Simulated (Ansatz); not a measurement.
# GdNi: the cost of one run

Method: DFT, LDA, PAW with Ansatz's default frozen-core files, scalar-relativistic, in Ansatz 0.2.0.

1 further run of the same task is left out (it didn't finish).

## Step 1: The structure to begin with

The structure is orthorhombic, space group Cmcm (No. 63). Conventional cell: a = 3.778 Å, b = 10.365 Å, c = 4.221 Å, α = 90.00°, β = 90.00°, γ = 90.00°. Around Gd (site symmetry m2m) lie 7 Ni at 2.90 to 2.99 Å. Ni (site symmetry m2m) has 2 Ni at 2.58 Å and 7 Gd at 2.90 to 2.99 Å in its first shell of neighbours.

Structure file:

```cif
data_structure
_symmetry_space_group_name_H-M 'P 1'
_symmetry_Int_Tables_number 1
_cell_length_a 5.5160
_cell_length_b 5.5160
_cell_length_c 4.2210
_cell_angle_alpha 90.000
_cell_angle_beta 90.000
_cell_angle_gamma 139.947
_cell_volume 82.65
loop_
_atom_site_label
_atom_site_type_symbol
_atom_site_fract_x
_atom_site_fract_y
_atom_site_fract_z
_atom_site_occupancy
Gd1 Gd 0.86000 0.14000 0.25000 1
Gd2 Gd 0.14000 0.86000 0.75000 1
Ni1 Ni 0.57200 0.42800 0.25000 1
Ni2 Ni 0.42800 0.57200 0.75000 1
```

Atoms are numbered in the order of the input: Gd1, Gd2, Ni3, Ni4.

## Step 2: Free moments from the typed start, PAW

input.yaml

```yaml
crystal:
  lattice:
    - [1.889, -5.1825, 0.0]
    - [1.889, 5.1825, 0.0]
    - [0.0, 0.0, 4.221]
  atoms:
    - { symbol: Gd, position: [0.86, 0.14, 0.25], spin: 7.0 }
    - { symbol: Gd, position: [0.14, 0.86, 0.75], spin: 7.0 }
    - { symbol: Ni, position: [0.572, 0.428, 0.25], spin: 1.5 }
    - { symbol: Ni, position: [0.428, 0.572, 0.75], spin: 1.5 }
magnetization:
  spin_polarized: true
kpoints:
  mp_grid: { grid: [8, 8, 5] }
scf:
  occupations: { method: fermi_dirac, width: 0.05 }
hamiltonian:
  xc: lda
  pseudopotentials: { kind: paw }
output:
  forces: true
  stress: true
  eigenvalues: true
```

On the command line:

```bash
$ ansatz run input.yaml --threads 2 --pin off --max-ram 6144MiB --backend cpu --events-out ev --progress --plain --runs-dir out
```

Q: Estimate wall time and peak memory on 2 threads of AMD EPYC 7R43 (Zen 3), shared host.

About 21 s, with a peak of 0.77 GiB.
